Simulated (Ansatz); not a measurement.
# ZrTi3C2: the cost of one run

Program: Ansatz 0.2.0. Level of theory: DFT PBE, scalar-relativistic, plane waves, PAW. These are calculated values, not measurements.

## (1) Starting point

It takes space group P-3m1 (No. 164, trigonal). The conventional cell has a = 4.824 Å, b = 4.824 Å, c = 4.462 Å, α = 90.00°, β = 90.00°, γ = 120.00°. Zr (site symmetry -3m) is surrounded by 6 Ti at 2.41 Å. Ti (site symmetry 2/m) is surrounded by 2 C at 1.60 Å. C (site symmetry 3m) is surrounded by 3 Ti at 1.60 Å.

Coordinates:

```cif
data_structure
_symmetry_space_group_name_H-M 'P 1'
_symmetry_Int_Tables_number 1
_cell_length_a 4.8242
_cell_length_b 4.8242
_cell_length_c 4.4624
_cell_angle_alpha 90.000
_cell_angle_beta 90.000
_cell_angle_gamma 120.000
_cell_volume 89.94
loop_
_atom_site_label
_atom_site_type_symbol
_atom_site_fract_x
_atom_site_fract_y
_atom_site_fract_z
_atom_site_occupancy
Zr1 Zr 0.00000 0.00000 0.50000 1
Ti1 Ti 0.50000 0.00000 0.50000 1
Ti2 Ti 0.00000 0.50000 0.50000 1
Ti3 Ti 0.50000 0.50000 0.50000 1
C1 C 0.33333 0.66667 0.67573 1
C2 C 0.66667 0.33333 0.32427 1
```

Recipe of the guess: random cell by space group and Wyckoff sites (P-3m1, No. 164). Its size is a rough estimate.

## (2) The guess as it stands, on a coarse mesh

File input.yaml:

```yaml
crystal:
  lattice:
    - [4.82415999, 0.0, 0.0]
    - [-2.41208, 4.1778451, 0.0]
    - [0.0, 0.0, 4.4623935]
  atoms:
    - { symbol: Zr, position: [0.0, 0.0, 0.5] }
    - { symbol: Ti, position: [0.5, 0.0, 0.5] }
    - { symbol: Ti, position: [0.0, 0.5, 0.5] }
    - { symbol: Ti, position: [0.5, 0.5, 0.5] }
    - { symbol: C, position: [0.33333333, 0.66666667, 0.67572904] }
    - { symbol: C, position: [0.66666667, 0.33333333, 0.32427096] }
basis:
  ecutwfc: 420
kpoints:
  mp_grid: { grid: [6, 6, 4] }
hamiltonian:
  xc: pbe
scf:
  occupations: { method: gaussian, width: 0.1 }
  lower_state_search: "off"
output:
  forces: true
  stress: true
  eigenvalues: true
```

The run is started by

```
> ansatz run input.yaml --threads 1 --pin off --max-ram 2560MiB --backend cpu --events-out ev --progress --plain --runs-dir out
```

What time and memory should one allow on 1 thread of Intel Xeon at 2.50GHz (Skylake/Cascade Lake), shared host?

About 8.7 s, with a peak of 0.42 GiB.
